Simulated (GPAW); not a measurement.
A run of GPAW 26.7.0 is set up as follows.

File run.py:

```python
from ase import Atoms
from ase.dft.bandgap import bandgap
from ase.io import write
from ase.units import Bohr, GPa
from gpaw import GPAW, PW, setup_paths
from gpaw.elf import elf_from_dft_calculation

setup_paths.insert(0, '.')

atoms = Atoms(['Cu', 'Al', 'Al'],
              cell=[[-2.0303375, 2.0303375, 2.851094],
                    [2.0303375, -2.0303375, 2.851094],
                    [2.0303375, 2.0303375, -2.851094]],
              scaled_positions=[[0.5, 0.5, 0.0],
                                [0.25, 0.75, 0.5],
                                [0.75, 0.25, 0.5]],
              pbc=True)

calc = GPAW(mode=PW(600),
            xc='PBEsol',
            kpts={'size': (9, 9, 9), 'gamma': True},
            occupations={'name': 'fermi-dirac', 'width': 0.05},
            nbands=20,
            convergence={'density': 1e-05, 'energy': 1e-05},
            maxiter=150,
            txt='gpaw.txt')
atoms.calc = calc
energy = atoms.get_potential_energy()
forces = atoms.get_forces()
stress = atoms.get_stress()
calc.write('gs.gpw')
write('result.traj', atoms)
print(f'Energy: {energy:.6f} eV')
print('Forces (eV/A):')
print(forces.round(4))
print('Stress (GPa):', (stress / GPa).round(3))
print('Fermi level:', round(calc.get_fermi_level(), 4), 'eV')
print(f'Gap: {bandgap(calc)[0]:.4f} eV, direct: {bandgap(calc, direct=True)[0]:.4f} eV')

# fields on the real-space grid
write('density.cube', atoms, data=calc.get_pseudo_density() * Bohr**3)
write('potential.cube', atoms, data=calc.get_electrostatic_potential())
write('elf.cube', atoms, data=elf_from_dft_calculation(calc).data)
```

Potentials or basis: PAW data sets generated in the run's folder for this functional, pw.

Command:

```sh
$ gpaw-setup -f PBEsol Al Cu
$ OMP_NUM_THREADS=1 python run.py
```

What does it give for the band gap on the k mesh?

None (metal or under the smearing width).

Predict the pressure.

0.5 GPa.

Stress tensor (GPa, compression positive):
```
0.42 0.00 0.00
0.00 0.42 0.00
0.00 0.00 0.58
```

Caveat: with this Cu data set, volumes or pressures lay over 1.5 % or 2 GPa off other programs in two to four cells of ten.
